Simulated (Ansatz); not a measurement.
# Be2H2 (singlet): from Hartree-Fock to the top rungs at distance Be1–H3 = 1.506 Å, cc-pVDZ

Aim: climb from Hartree-Fock through coupled cluster and multireference methods for Be2H2 (singlet) at one geometry and basis, and see what each rung misses.

Program: Ansatz 0.2.0, Gaussian basis. Level of theory: cc-pVDZ, core rule «outside noble gas», up to 2 orbitals frozen. These are calculated values, not measurements.

The runs, in order: UHF; CCSD(T) on RHF; BCCD(T) on RHF; CISD; CCSDT(Q) on RHF; CASSCF and MRCISD+Q, 2 electrons in 2 orbitals; CASSCF and NEVPT2, 2 electrons in 2 orbitals; Full CI.

45 further runs of the same task are left out: 25 for a known fault of the program, 13 that didn't finish, 7 set aside as unsound or not needed.

## (1) The system

The geometry derives from a PBE0/def2-TZVP stationary point (not a proven minimum). One bond is set to the value named and the two fragments are kept rigid.

4 atoms, charge 0, spin multiplicity 1.

Atoms are counted from 1 here; the program's logs count them from 0.

Bond lengths: Be1–H3 1.506 Å, Be2–H4 1.348 Å.

## (2) UHF

The input, in.yaml:

```yaml
crystal:
  periodic: [false, false, false]
  atoms:
    - {symbol: Be, position_ang: [0.000000, 0.000000, 1.013110]}
    - {symbol: Be, position_ang: [0.000000, 0.000000, -1.092350]}
    - {symbol: H, position_ang: [0.000000, 0.000000, 2.519110]}
    - {symbol: H, position_ang: [0.000000, 0.000000, -2.439868]}
basis:
  gaussian: {orbitals: cc-pVDZ}
magnetization: {spin_polarized: true, initial_magnetization: 0}
hamiltonian: {xc: hf}
output: {orbitals: {seedname: orbitals}}
```

Run with:

```console
$ ansatz run in.yaml --threads 1 --pin off --events-out ev --progress --plain --max-ram 2393MiB
```

After this run come: CCSD(T) on RHF; BCCD(T) on RHF; CISD; CCSDT(Q) on RHF; CASSCF and MRCISD+Q, 2 electrons in 2 orbitals; CASSCF and NEVPT2, 2 electrons in 2 orbitals; Full CI.

Q: Predict the results of all the runs planned. Wanted: FCI below the RHF energy; RMP2 from FCI; RCCSD from FCI; RCCSD(T) from FCI; RCCSDT(Q) from FCI; NEVPT2 pair from FCI; MRCISD+Q pair from FCI; T1 diagnostic; effectively unpaired electrons.

The runs gave:

```
                         quantity                                                value
         FCI below the RHF energy                                           -2.9604 eV
                    RMP2 from FCI                                         +79.6 kJ/mol
                   RCCSD from FCI                                          +5.2 kJ/mol
                RCCSD(T) from FCI                                          +1.5 kJ/mol
               RCCSDT(Q) from FCI                                           0.0 kJ/mol
             NEVPT2 pair from FCI                                         +77.8 kJ/mol
           MRCISD+Q pair from FCI                                          -3.2 kJ/mol
levels within 1 kcal/mol (43 meV)  RCCSD(T), BCCD(T), RCCSDT, RCCSDT(Q), MRCISD+Q pair
                    T1 diagnostic                                                0.008
   effectively unpaired electrons                                                 0.07
```

What this shows: RCCSD(T) misses by +1.5 kJ/mol, 0.5 % of the correlation energy. MRCISD+Q pair falls below full CI: the +Q correction isn't variational, and the cores differ from full CI's. One determinant dominates. Of the multireference levels listed MRCISD+Q pair comes nearest in total energy (-3.2 kJ/mol), which doesn't show that its space is the better one. These misses are within one basis, not against nature.
